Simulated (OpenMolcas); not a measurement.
**CH7FSi2 (SMILES F[SiH2]C[SiH3]): levels of theory compared**

Aim: a comparison of 6 runs (HF/6-31G*, B2PLYP/6-31G*, M06-L/6-31G*, PBE0/6-31G*, SVWN5/6-31G*, MP2/6-31G*) of CH7FSi2. 

The results are computed with OpenMolcas 26.06.

1 further run of the same task is left out (set aside as unsound or not needed).

**1. Starting point**

The species is CH7FSi2 (11 atoms), meant as a singlet with charge 0. As SMILES, `F[SiH2]C[SiH3]`. The Si2–C3 distance was set to 4.078 Å, away from the relaxed value. At this shape a bond of the SMILES string is far longer than usual.

Bond lengths: F1–Si2 1.604 Å, C3–Si4 1.877 Å, Si2–H5 1.484 Å, Si2–H6 1.484 Å, C3–H7 1.097 Å, C3–H8 1.095 Å, Si4–H9 1.485 Å, Si4–H10 1.488 Å, Si4–H11 1.487 Å. Some angles: F1–Si2–H5 107.5°, F1–Si2–H6 107.1°, C3–Si4–H9 110.5°, C3–Si4–H10 109.9°, C3–Si4–H11 110.3°, Si4–C3–H7 108.3°, Si4–C3–H8 109.0°, H5–Si2–H6 110.0°, H9–Si4–H10 108.8°, H9–Si4–H11 108.7°.

**2. A single-point energy at HF/6-31G(d) (spherical functions) (run 1)**

test.inp

```
&GATEWAY
  BASLIB
  $CurrDir
  BASISSET
  F.6-31Gs....
  F1 -2.131182 3.832571 0.116680 angstrom
  End of Basis
  BASISSET
  Si.6-31Gs....
  Si2 -0.571282 3.663571 0.449080 angstrom
  Si4 -0.157200 -1.306900 -0.899700 angstrom
  End of Basis
  BASISSET
  C.6-31Gs....
  C3 0.349200 -0.305900 0.605500 angstrom
  End of Basis
  BASISSET
  H.6-31Gs....
  H5 0.191918 4.338071 -0.630320 angstrom
  H6 -0.326382 4.342671 1.746080 angstrom
  H7 1.437100 -0.385200 0.722600 angstrom
  H8 -0.101300 -0.751100 1.498900 angstrom
  H9 -1.636400 -1.388400 -0.995700 angstrom
  H10 0.369900 -0.665700 -2.134100 angstrom
  H11 0.392600 -2.686000 -0.812200 angstrom
  End of Basis

&SEWARD

&SCF
  THRESHOLDS
  1e-10 1e-07 1e-07 1e-05
  PRORBITALS
  1 2
```

The basis set 6-31G* is read from a file made from the Basis Set Exchange's data (not shown).

On the command line:

```bash
$ export MOLCAS_MEM=1860
$ pymolcas test.inp > test.log
```

The log of the run:

```text
--- Start Module: gateway ---
[...]
--- Stop Module: gateway /rc=_RC_ALL_IS_WELL_ ---
--- Start Module: seward ---
[...]
      Basis functions           78
--- Stop Module: seward /rc=_RC_ALL_IS_WELL_ ---
[...]
--- Start Module: scf ---
[...]
       Convergence after  16 Iterations
[...]
::    Total SCF energy                               -719.0399798615
[...]
      Total spin, S                                     0.0000000000
[...]
      Total electronic charge=   50.000000
      Total            charge=   -0.000000
[...]
      Dipole Moment (debye):
      Origin of the operator (angstrom)=   -0.5994    1.4669   -0.0397
                   X=  1.6956E+00               Y=  3.4143E-01               Z=  9.4507E-01           Total=  1.9710E+00
      Quadrupole Moment (debye*angstrom):
[...]
--- Stop Module: scf /rc=_RC_ALL_IS_WELL_ ---
[...]
```

Wall time 3.6 s (1 thread of Intel Xeon 6975P-C (Granite Rapids), shared host); peak memory 0.44 GiB.

**3. A single-point energy at B2PLYP/6-31G(d) (spherical functions) (run 2)**

struct.xyz

```xyz
11

F     -2.131182     3.832571     0.116680
Si    -0.571282     3.663571     0.449080
C      0.349200    -0.305900     0.605500
Si    -0.157200    -1.306900    -0.899700
H      0.191918     4.338071    -0.630320
H     -0.326382     4.342671     1.746080
H      1.437100    -0.385200     0.722600
H     -0.101300    -0.751100     1.498900
H     -1.636400    -1.388400    -0.995700
H      0.369900    -0.665700    -2.134100
H      0.392600    -2.686000    -0.812200
```

job.input

```
* CH7FSi2 Kohn-Sham DFT
&GATEWAY
BasLib
$CurrDir
Coord
struct.xyz
Basis
6-31Gs
Group
NoSym
&SEWARD
GridInput
Grid=UltraFine
End of Grid
&SCF
KSDFT
B2PLYP_SCF
Thresholds
1e-10 1e-07 1e-07 1e-05
PrOrbitals
1 2
&MBPT2
Frozen
12
```

The basis set 6-31G* is read from a file made from the Basis Set Exchange's data (not shown).

On the command line:

```bash
$ export MOLCAS_MEM=1860
$ pymolcas job.input > job.log
```

The log of the run:

```text
--- Start Module: gateway ---
[...]
--- Stop Module: gateway /rc=_RC_ALL_IS_WELL_ ---
[...]
      Basis functions           78
[...]
--- Start Module: scf ---
[...]
       Convergence after  15 Iterations
[...]
::    Total KS-DFT energy                            -720.3937258533
[...]
      Total spin, S                                     0.0000000000
[...]
      Total electronic charge=   50.000000
      Total            charge=   -0.000000
[...]
      Dipole Moment (debye):
      Origin of the operator (angstrom)=   -0.5994    1.4669   -0.0397
                   X=  1.5192E+00               Y=  5.6859E-01               Z=  9.0658E-01           Total=  1.8583E+00
      Quadrupole Moment (debye*angstrom):
[...]
--- Stop Module: scf /rc=_RC_ALL_IS_WELL_ ---
[...]
--- Start Module: mbpt2 ---
[...]
 ###    WARNING: MP2 implementation intended for RHF references only         ###
 ###############################################################################
MBPT2 WARNING: Reference function according to RunFile:KS-DFT
I'll assume you know what you're doing and continue
WARNING!
Default frozen orbitals as non valence orbitals is overwritten by user input.
Default values:   6
[...]
       Reference weight ( Cref**2 )         =        0.62922
::    Total MBPT2 energy                             -721.0462318263
[...]
      Total MBPT2 calculations                           0.14      0.15
--- Stop Module: mbpt2 /rc=_RC_ALL_IS_WELL_ ---
[...]
```

Wall time 14 s (1 thread of Intel Xeon 6975P-C (Granite Rapids), shared host); peak memory 0.44 GiB.

**4. A single-point energy at M06-L/6-31G(d) (spherical functions) (run 3)**

run.input

```
&GATEWAY
 BASLIB
 $CurrDir
 COORD
 11
 bohr
 F     -4.02735030     7.24250954     0.22049324
 Si    -1.07956652     6.92314583     0.84863821
 C      0.65989236    -0.57806722     1.14422917
 Si    -0.29706495    -2.46968307    -1.70018659
 H      0.36267246     8.19776610    -1.19113217
 H     -0.61677259     8.20645884     3.29961299
 H      2.71572541    -0.72792250     1.36551610
 H     -0.19142926    -1.41937329     2.83251049
 H     -3.09234783    -2.62369575    -1.88160030
 H      0.69900969    -1.25799068    -4.03286452
 H      0.74190648    -5.07580437    -1.53483556
 BASIS
 6-31Gs
 GROUP
 NoSym

&SEWARD
 GRIDINPUT
 Grid=UltraFine
 End of Grid

&SCF
 KSDFT
 M06L
 THRESHOLDS
 1e-10 1e-07 1e-07 1e-05
 PRORBITALS
 1
```

The basis set 6-31G* is read from a file made from the Basis Set Exchange's data (not shown).

On the command line:

```bash
$ export MOLCAS_MEM=1860
$ pymolcas run.input > run.log
```

The log of the run:

```text
--- Start Module: gateway ---
[...]
--- Stop Module: gateway /rc=_RC_ALL_IS_WELL_ ---
--- Start Module: seward ---
[...]
      Basis functions           78
--- Stop Module: seward /rc=_RC_ALL_IS_WELL_ ---
[...]
--- Start Module: scf ---
[...]
       Convergence after  21 Iterations
[...]
::    Total KS-DFT energy                            -720.9593926729
[...]
      Total spin, S                                     0.0000000000
[...]
      Total electronic charge=   50.000000
      Total            charge=   -0.000000
[...]
      Dipole Moment (debye):
      Origin of the operator (angstrom)=   -0.5994    1.4669   -0.0397
                   X=  1.2830E+00               Y=  7.4179E-01               Z=  8.4037E-01           Total=  1.7037E+00
      Quadrupole Moment (debye*angstrom):
[...]
--- Stop Module: scf /rc=_RC_ALL_IS_WELL_ ---
[...]
```

It took 26 s on 1 thread of Intel Xeon 6975P-C (Granite Rapids), shared host; peak memory 0.44 GiB.

Runs 4 to 5 aren't shown in full; the table further down has their settings and results.

**5. A single-point energy at MP2/6-31G(d) (spherical functions) (run 6)**

mol.xyz

```xyz
11

F     -2.131182     3.832571     0.116680
Si    -0.571282     3.663571     0.449080
C      0.349200    -0.305900     0.605500
Si    -0.157200    -1.306900    -0.899700
H      0.191918     4.338071    -0.630320
H     -0.326382     4.342671     1.746080
H      1.437100    -0.385200     0.722600
H     -0.101300    -0.751100     1.498900
H     -1.636400    -1.388400    -0.995700
H      0.369900    -0.665700    -2.134100
H      0.392600    -2.686000    -0.812200
```

run.inp

```
&GATEWAY
 BasLib=$CurrDir
 Coord=mol.xyz
 Basis=6-31Gs
 Group=NoSym

&SEWARD

&SCF
 Thresholds=1e-10 1e-07 1e-07 1e-05
 PrOrbitals=1 2

&MBPT2
 Frozen=12
```

The basis set 6-31G* is read from a file made from the Basis Set Exchange's data (not shown).

On the command line:

```bash
$ export MOLCAS_MEM=1860
$ pymolcas run.inp > run.log
```

The log of the run:

```text
--- Start Module: gateway ---
[...]
--- Stop Module: gateway /rc=_RC_ALL_IS_WELL_ ---
[...]
      Basis functions           78
[...]
--- Start Module: scf ---
[...]
       Convergence after  16 Iterations
[...]
::    Total SCF energy                               -719.0399798615
[...]
      Total spin, S                                     0.0000000000
[...]
      Total electronic charge=   50.000000
      Total            charge=   -0.000000
[...]
      Dipole Moment (debye):
      Origin of the operator (angstrom)=   -0.5994    1.4669   -0.0397
                   X=  1.6956E+00               Y=  3.4143E-01               Z=  9.4507E-01           Total=  1.9710E+00
      Quadrupole Moment (debye*angstrom):
[...]
--- Stop Module: scf /rc=_RC_ALL_IS_WELL_ ---
[...]
--- Start Module: mbpt2 ---
[...]
WARNING!
Default frozen orbitals as non valence orbitals is overwritten by user input.
Default values:   6
[...]
       Reference weight ( Cref**2 )         =        0.79055
::    Total MBPT2 energy                             -719.5418439293
[...]
      Total MBPT2 calculations                           0.13      0.15
--- Stop Module: mbpt2 /rc=_RC_ALL_IS_WELL_ ---
[...]
```

It took 3.9 s on 1 thread of Intel Xeon 6975P-C (Granite Rapids), shared host; peak memory 0.44 GiB.

**6. The series**

```
run                                level  frozen core orbitals  integration grid  energy (Eh)  dipole moment (D) of the reference  HOMO energy (eV)  LUMO energy (eV)  wall time
  1      HF/6-31G* (spherical functions)                     –                 –  -719.039980                                1.97             -6.96             -1.29      3.6 s
  2  B2PLYP/6-31G* (spherical functions)                    12         UltraFine  -720.569902                                1.86             -6.24             -2.95       14 s
  3   M06-L/6-31G* (spherical functions)                     –         UltraFine  -720.959393                                1.70             -5.29             -4.41       26 s
  4    PBE0/6-31G* (spherical functions)                     –         UltraFine  -720.568301                                1.82             -5.85             -3.90       15 s
  5   SVWN5/6-31G* (spherical functions)                     –         UltraFine  -717.589233                                1.77             -5.24             -4.44       26 s
  6     MP2/6-31G* (spherical functions)                    12                 –  -719.541844                                1.97             -6.96             -1.29      3.9 s
```

**7. What came out**

```
                                           quantity          value
                                run 6: total energy  -719.54184 Eh
          run 6: dipole moment (mean-field density)         1.97 D
         run 6: HOMO energy (Hartree–Fock orbitals)       -6.96 eV
         run 6: LUMO energy (Hartree–Fock orbitals)       -1.29 eV
       run 6: HOMO–LUMO gap (Hartree–Fock orbitals)        5.67 eV
run 6: correlation energy (12 core orbitals frozen)     -501.9 mEh
```

What this shows: Over runs 1, 2, 3, 4, 5 the dipole moment (its size) runs from 1.70 D (M06-L/6-31G*) to 1.97 D (HF/6-31G*). Over runs 1, 2, 3, 4, 5 the HOMO–LUMO gap runs from 0.80 eV (SVWN5/6-31G*) to 5.67 eV (HF/6-31G*). Exact exchange widens orbital gaps. For B2PLYP the log adds the whole second-order term; the table takes 0.27 of it, as the functional is defined. Totals of different functionals can't be ranked against each other. In runs 1, 2, 3, 4, 5, 6 a closed-shell determinant meets a far-stretched bond, which it describes badly. All runs together took 87 s, the longest 26 s.
